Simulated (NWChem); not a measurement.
**C3H5F (allyl fluoride) at M06-2X/6-31+G(d) (spherical functions)**

What is the electronic atomisation energy of C3H5F (allyl fluoride) at M06-2X/6-31+G* (spherical functions)? 

Program for the calculation: NWChem 7.3.0.

### 1 Starting point

C3H5F: 9 atoms, total charge 0, spin state singlet. As SMILES, `C=CCF`. The shape is that of a PBE0-D4/def2-TZVP optimisation. This is one conformer, not always the lowest.

Bond lengths: C1–C2 1.324 Å, C2–C3 1.486 Å, C3–F4 1.387 Å, C1–H5 1.084 Å, C1–H6 1.086 Å, C2–H7 1.087 Å, C3–H8 1.096 Å, C3–H9 1.094 Å. Some angles: C1–C2–C3 123.6°, C2–C3–F4 110.3°, C1–C2–H7 120.6°, C3–C2–H7 115.9°, C2–C1–H5 121.7°, C2–C1–H6 121.3°, C2–C3–H8 111.1°, C2–C3–H9 111.2°, F4–C3–H8 106.9°, F4–C3–H9 108.2°.

### 2 The energy at M06-2X/6-31+G(d) (spherical functions) (run 1)

c3h5f.nw

```
start c3h5f
title "C3H5F"
memory total 2200 mb

geometry units atomic noautosym nocenter noautoz
  C   -1.09226170   2.12121757  -1.14895348
  C    0.66612846   0.40704701  -0.66782921
  C    0.37889009  -1.61155844   1.26328191
  F    0.81352710  -3.96502335   0.19331898
  H   -0.79840929   3.60786512  -2.52599691
  H   -2.89449351   2.10515490  -0.16837460
  H    2.45626602   0.43595982  -1.67524221
  H    1.75706735  -1.38101185   2.79150343
  H   -1.52463104  -1.61061358   2.06868319
end

basis spherical bse
  * library 6-31+G*
end

dft
  xc m06-2x
  grid fine
  convergence energy 1e-08
  maxiter 100
  mulliken
  print low
end

task dft energy
```

Started as:

```
$ nwchem c3h5f.nw > c3h5f.out
```

The program printed:

```text
[...]
 d= 0,ls=0.0,diis     1   -216.9883108448 -3.32D+02  9.54D-03  4.41D-01     3.1
[...]
 d= 0,ls=0.0,diis    10   -217.0440378033 -7.87D-10  5.43D-07  9.25D-10    25.6
         Total DFT energy =     -217.044037803274
      One electron energy =     -522.806116311774
           Coulomb energy =      219.655909521582
    Exchange-Corr. energy =      -28.474439394001
 Nuclear repulsion energy =      114.580608380920
[...]
      Total Density - Mulliken Population Analysis
     ---------------------------------------------
    Atom       Charge   Shell Charges
 -----------   ------   -------------------------------------------------------
    1 C    6     6.42   2.00  0.68  2.04  0.61  1.00 -0.02  0.08  0.03
    2 C    6     5.97   2.00  0.68  2.04  0.50  0.85 -0.21  0.06  0.03
    3 C    6     6.33   2.00  0.67  2.00  0.58  0.74  0.23  0.06  0.07
    4 F    9     9.30   2.00  0.93  3.29  1.04  1.95 -0.03  0.10  0.01
    5 H    1     0.79   0.53  0.27
    6 H    1     0.80   0.52  0.28
    7 H    1     0.78   0.52  0.26
    8 H    1     0.80   0.53  0.27
    9 H    1     0.81   0.53  0.27
[...]
```

Wall time 26 s (1 thread of Intel Xeon Platinum 8259CL at 2.50GHz (Skylake/Cascade Lake), shared host); peak memory 0.12 GiB.

### 3 The C atom at the same level (run 2)

nw.nw

```
start nw
memory 2200 mb
charge 0
geometry units angstroms noautosym nocenter noautoz
  C      0.000000     0.000000     0.000000
end
basis spherical bse
  * library 6-31+G*
end
dft
  xc m06-2x
  mult 3
  grid fine
  convergence energy 1e-08
  iterations 100
  mulliken
  print low
end
task dft
```

Started as:

```
$ nwchem nw.nw > nw.out
```

The program printed:

```text
[...]
 d= 0,ls=0.0,diis     1    -37.7769737514 -3.78D+01  2.20D-02  7.79D-02     0.1
[...]
 d= 0,ls=0.0,diis     8    -37.8324221525 -3.85D-10  8.47D-07  2.65D-11     0.6
[...]
         Total DFT energy =      -37.832422152548
      One electron energy =      -50.438942966868
           Coulomb energy =       17.820865391001
    Exchange-Corr. energy =       -5.214344576682
 Nuclear repulsion energy =        0.000000000000
[...]
      Total Density - Mulliken Population Analysis
     ---------------------------------------------
    Atom       Charge   Shell Charges
 -----------   ------   -------------------------------------------------------
    1 C    6     6.00   2.00  0.89  1.22  1.05  0.70  0.06  0.08  0.00
     --------------------------------------------
      Spin Density - Mulliken Population Analysis
     --------------------------------------------
    Atom       Charge   Shell Charges
 -----------   ------   -------------------------------------------------------
    1 C    6     2.00   0.00  0.06  1.22 -0.03  0.70 -0.03  0.08 -0.00
[...]
      <S2> =      2.0029 (Exact =     2.0000)
[...]
```

Wall time 1.2 s (1 thread of Intel Xeon Platinum 8259CL at 2.50GHz (Skylake/Cascade Lake), shared host); peak memory 0.1 GiB.

Run 3 isn't shown in full; the table further down has it.

### 4 The H atom at the same level (run 4)

input.xyz

```xyz
1

H      0.000000     0.000000     0.000000
```

input.nw

```
start input
memory stack 880 mb heap 220 mb global 1100 mb
geometry units angstroms noautosym nocenter noautoz
load input.xyz
end
basis spherical bse
* library 6-31+G*
end
dft
xc m06-2x
mult 2
grid fine
convergence energy 1e-08
maxiter 100
mulliken
noprint "final vectors analysis"
end
task dft energy
```

Started as:

```
$ nwchem input.nw > input.out
```

The program printed:

```text
[...]
          Wavefunction type:  spin polarized.
          No. of atoms     :     1
          No. of electrons :     1
[...]
          Charge           :     0
          Spin multiplicity:     2
[...]
          AO basis - number of functions:     2
[...]
              XC Information
              --------------
                       M06-2X Method XC Functional
                     Hartree-Fock (Exact) Exchange  0.540
                        M06-2X Exchange Functional  1.000
                      M06-2X Correlation Potential  1.000
[...]
 d= 0,ls=0.0,diis     1     -0.4966340384 -4.97D-01  4.86D-03  6.39D-05     0.1
[...]
  Singularity in Pulay matrix. Error and Fock matrices removed.
 d= 0,ls=0.0,diis     3     -0.4966659608 -7.34D-07  6.02D-07  8.09D-13     0.1
[...]
  Singularity in Pulay matrix. Error and Fock matrices removed.
 d= 0,ls=0.0,diis     4     -0.4966659608 -4.05D-13  1.15D-09  2.92D-18     0.1
[...]
         Total DFT energy =       -0.496665960787
      One electron energy =       -0.498203171176
           Coulomb energy =        0.316438249138
    Exchange-Corr. energy =       -0.314901038750
 Nuclear repulsion energy =        0.000000000000
[...]
      Total Density - Mulliken Population Analysis
     ---------------------------------------------
    Atom       Charge   Shell Charges
 -----------   ------   -------------------------------------------------------
    1 H    1     1.00   0.38  0.62
     --------------------------------------------
      Spin Density - Mulliken Population Analysis
     --------------------------------------------
    Atom       Charge   Shell Charges
 -----------   ------   -------------------------------------------------------
    1 H    1     1.00   0.38  0.62
[...]
      <S2> =      0.7500 (Exact =     0.7500)
[...]
```

Wall time 0.66 s (1 thread of Intel Xeon Platinum 8259CL at 2.50GHz (Skylake/Cascade Lake), shared host); peak memory 0.1 GiB.

### 5 Overview of the runs

| run | level | partner | energy (Eh) | wall time |
| --- | --- | --- | --- | --- |
| 1 | M06-2X/6-31+G* (spherical functions) | base | -217.044038 | 26 s |
| 2 | UM06-2X/6-31+G* (spherical functions) | atoms | -37.832422 | 1.2 s |
| 3 | UM06-2X/6-31+G* (spherical functions) | atoms | -99.692896 | 2.5 s |
| 4 | UM06-2X/6-31+G* (spherical functions) | atoms | -0.496666 | 0.66 s |

### 6 Summary of results

Level: M06-2X/6-31+G* (spherical functions).

```
                     quantity        value
         H atom: total energy  -0.49667 Eh
                 H atom: ⟨S²⟩        0.750
electronic atomisation energy    37.294 eV
```

In words: Taking the molecule apart into free atoms costs 37.29 eV (3598 kJ/mol), before zero-point energy and without spin-orbit coupling. All runs together took 31 s, the longest 26 s.
